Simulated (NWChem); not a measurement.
# HF/def2-SVPD (core potential) run of RbBr (SMILES [Br][Rb])

Aim: the vertical ionisation energy of RbBr at HF/def2-SVPD (core potential), from 2 runs. 

Program for the calculation: NWChem 7.3.0.

### Step 1. The structure to begin with

RbBr: 2 atoms, total charge 0, spin state singlet. SMILES: `[Br][Rb]`. Geometry: the measured bond length.

Bond lengths: Br1–Rb2 2.945 Å.

### Step 2. A single-point energy at HF/def2-SVPD (core potential)

brrb.nw reads:

```
start brrb
memory stack 880 mb heap 220 mb global 1100 mb
charge 0
geometry units bohr noautosym nocenter noautoz
  Br   0.00000000   0.00000000   0.00000000
  Rb   0.00000000   0.00000000   5.56475967
end
basis spherical bse
  Br library def2-SVPD
  Rb library def2-SVPD
end
ecp bse
  Rb library def2-SVPD
end
scf
  singlet
  rhf
  thresh 1e-08
  maxiter 80
  print low
end
task scf
```

Started as:

```bash
$ nwchem brrb.nw > brrb.out
```

Standard output:

```text
Northwest Computational Chemistry Package (NWChem) 7.3.0
             --------------------------------------------------------

           Job information
           ---------------

    nwchem branch   = 7.3.0
    use scalapack   = T
    input           = brrb.nw
    prefix          = brrb.
    data base       = ./brrb.db
    status          = startup
    nproc           =        1

           Memory information
           ------------------

    heap     =     28835834 doubles =      220.0 Mbytes
    stack    =    115343359 doubles =      880.0 Mbytes
    global   =    144179200 doubles =     1100.0 Mbytes (distinct from heap & stack)
    total    =    288358393 doubles =     2200.0 Mbytes
    verify   = yes
    hardfail = no

           Directory information
           ---------------------

  0 permanent = .
  0 scratch   = .

                                NWChem Input Module
                                -------------------

                             Geometry "geometry" -> ""
                             -------------------------

 Output coordinates in a.u. (scale by  1.000000000 to convert to a.u.)

  No.       Tag          Charge          X              Y              Z
 ---- ---------------- ---------- -------------- -------------- --------------
    1 Br                  35.0000     0.00000000     0.00000000     0.00000000
    2 Rb                  37.0000     0.00000000     0.00000000     5.56475967

      Atomic Mass
      -----------

      Br                79.916500
      Rb                84.911700

 Effective nuclear repulsion energy (a.u.)     232.7144525183

            Nuclear Dipole moment (a.u.)
            ----------------------------
        X                 Y               Z
 ---------------- ---------------- ----------------
     0.0000000000     0.0000000000   205.8961077900

            XYZ format geometry
            -------------------
     2
 geometry
 Br                    0.00000000     0.00000000     0.00000000
 Rb                    0.00000000     0.00000000     2.94474421

 ==============================================================================
                                internuclear distances
 ------------------------------------------------------------------------------
       center one      |      center two      | atomic units |       a.u.
 ------------------------------------------------------------------------------
    2 Rb               |   1 Br               |     5.56476  |     5.56476
 ------------------------------------------------------------------------------
                         number of included internuclear distances:          1
 ==============================================================================

                      Basis "ao basis" -> "" (spherical)
                      -----
  [basis functions not shown]

 Summary of "ao basis" -> "" (spherical)
 ------------------------------------------------------------------------------
       Tag                 Description            Shells   Functions and Types
 ---------------- ------------------------------  ------  ---------------------
 Br                        def2-SVPD                15       41   6s5p4d
 Rb                        def2-SVPD                11       27   5s4p2d

                 ECP       "ecp basis" -> "" (cartesian)
                -----
  [basis functions not shown]

                                 NWChem SCF Module
                                 -----------------

  ao basis        = "ao basis"
  functions       =    68
  atoms           =     2
  closed shells   =    22
  open shells     =     0
  charge          =   0.00
  wavefunction    = RHF
  input vectors   = atomic
  output vectors  = ./brrb.movecs
  use symmetry    = F
  symmetry adapt  = F

 Forming initial guess at       0.1s

 Starting SCF solution at       0.7s

       Final RHF  results
       ------------------

         Total SCF energy =  -2595.998788207078
      One-electron energy =  -3739.770238472425
      Two-electron energy =   1087.165232085219
 Nuclear repulsion energy =     56.606218180128

        Time for solution =     12.8s

 Task  times  cpu:       13.6s     wall:       13.6s
 Total times  cpu:       13.6s     wall:       13.6s
```

It took 14 s on 1 thread of Intel Xeon Platinum 8488C (Sapphire Rapids), shared host; peak memory 0.1 GiB.

### Step 3. The doublet cation, same level

brrb.xyz reads:

```xyz
2
BrRb energy
Br     0.000000     0.000000     0.000000
Rb     0.000000     0.000000     2.944744
```

brrb.nw reads:

```
start brrb
title "BrRb energy"
memory total 2200 mb
charge 1

geometry noautosym nocenter noautoz
  load brrb.xyz
end

basis spherical bse
  * library def2-SVPD
end

ecp bse
  Rb library def2-SVPD
end

scf
  doublet
  uhf
  thresh 1e-08
  maxiter 80
  noprint "final vectors analysis"
end

task scf
```

Started as:

```bash
$ nwchem brrb.nw > brrb.out
```

Standard output (excerpt; [...] marks lines left out):

```text
[...]
  functions       =    68
[...]
  wavefunction    = UHF
[...]
         Total SCF energy =  -2595.728848994629
      One electron energy =  -3726.160070200012
      Two electron energy =   1073.824998920898
 Nuclear repulsion energy =     56.606222284486
                       Sz =      0.5000
                 Sz(Sz+1) =      0.7500
                      S^2 =      0.7568
[...]
```

It took 13 s on 1 thread of Intel Xeon Platinum 8488C (Sapphire Rapids), shared host; peak memory 0.1 GiB.

### Step 4. Results

At HF/def2-SVPD (core potential):

| quantity | value |
| --- | --- |
| singlet RbBr: total energy | -2595.99879 Eh |
| doublet cation: total energy | -2595.72885 Eh |
| doublet cation: ⟨S²⟩ | 0.757 |
| vertical ionisation energy (to the doublet cation) | 7.345 eV |

In words: The vertical ionisation energy comes to 7.35 eV (709 kJ/mol).
